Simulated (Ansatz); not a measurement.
Task: vertical spin-state energies of CH6BClGeO, SMILES ClBC[O][GeH3], with Ansatz 0.2.0, Python API. Give the script and its output. Level of theory (for the species named): r2scan0, def2-SVPD basis, multiplicity 1.

```yaml
atoms:
  - { symbol: Cl, position_ang: [-2.5467, -0.5658, 1.1371] }
  - { symbol: B, position_ang: [-0.8124, -0.3361, 1.5402] }
  - { symbol: C, position_ang: [0.2778, -0.8826, 0.5340] }
  - { symbol: O, position_ang: [1.2460, 0.1668, 0.1410] }
  - { symbol: Ge, position_ang: [0.5301, 0.9141, -1.3773] }
  - { symbol: H, position_ang: [-0.4936, 0.2373, 2.5340] }
  - { symbol: H, position_ang: [-0.1219, -1.4344, -0.2997] }
  - { symbol: H, position_ang: [0.9493, -1.6095, 1.1062] }
  - { symbol: H, position_ang: [0.5324, -0.0971, -2.4714] }
  - { symbol: H, position_ang: [-0.9146, 1.4298, -1.0936] }
  - { symbol: H, position_ang: [1.4190, 2.1205, -1.7296] }
```

`spin.py`:
```python
"""Gap between spin states of CH6BClGeO at one geometry."""

import ansatz
from ase import Atoms

BASIS_SET = "def2-SVPD"
FUNCTIONAL = "r2scan0"


def main() -> None:
    atoms = Atoms(["Cl", "B", "C", "O", "Ge", "H", "H", "H", "H", "H", "H"], positions=[
        [-2.5467, -0.5658, 1.1371],
        [-0.8124, -0.3361, 1.5402],
        [0.2778, -0.8826, 0.534],
        [1.246, 0.1668, 0.141],
        [0.5301, 0.9141, -1.3773],
        [-0.4936, 0.2373, 2.534],
        [-0.1219, -1.4344, -0.2997],
        [0.9493, -1.6095, 1.1062],
        [0.5324, -0.0971, -2.4714],
        [-0.9146, 1.4298, -1.0936],
        [1.419, 2.1205, -1.7296],
    ])
    geometry = ansatz.Crystal.molecule_from_ase(atoms)

    setup = geometry.calculation()
    setup = setup.basis(gaussian=BASIS_SET).functional(FUNCTIONAL)
    setup = setup.accuracy("medium").scf(lower_state_search="off")
    found = {}
    for unpaired in [0, 2]:
        summary = setup.spin("collinear", total=unpaired).run().report
        s = unpaired / 2
        found[unpaired] = summary["free_energy_ev"]
        print(f"2S+1 = {unpaired + 1}: E = {found[unpaired]:.5f} eV, <S^2> = {abs(summary['mean_field']['state']['spin_squared']):.3f} (pure state {s * (s + 1):.2f})")
    lowest = min(found, key=found.get)
    for unpaired, e in found.items():
        print(f"multiplicity {unpaired + 1}: {(e - found[lowest]):.3f} eV above the lowest")


if __name__ == "__main__":
    main()
```

Running `python spin.py` prints:
```text
2S+1 = 1: E = -72881.64967 eV, <S^2> = 0.000 (pure state 0.00)
2S+1 = 3: E = -72877.69865 eV, <S^2> = 2.014 (pure state 2.00)
multiplicity 1: 0.000 eV above the lowest
multiplicity 3: 3.951 eV above the lowest
```

In order: multiplicity 1 (+0.00 eV) and multiplicity 3 (+3.95 eV), all at the one geometry.

Reading the output:
- These settings explore the input space; basis and method may be short of convergence.
- The geometry is a force-field or estimated start, not a minimum of this method, and the basis set is short of its limit. All parts are taken at fixed geometry, without zero-point energy.
- Finished in 41 s on 1 thread of Arm Neoverse V2 (shared host), peak memory 0.68 GiB.
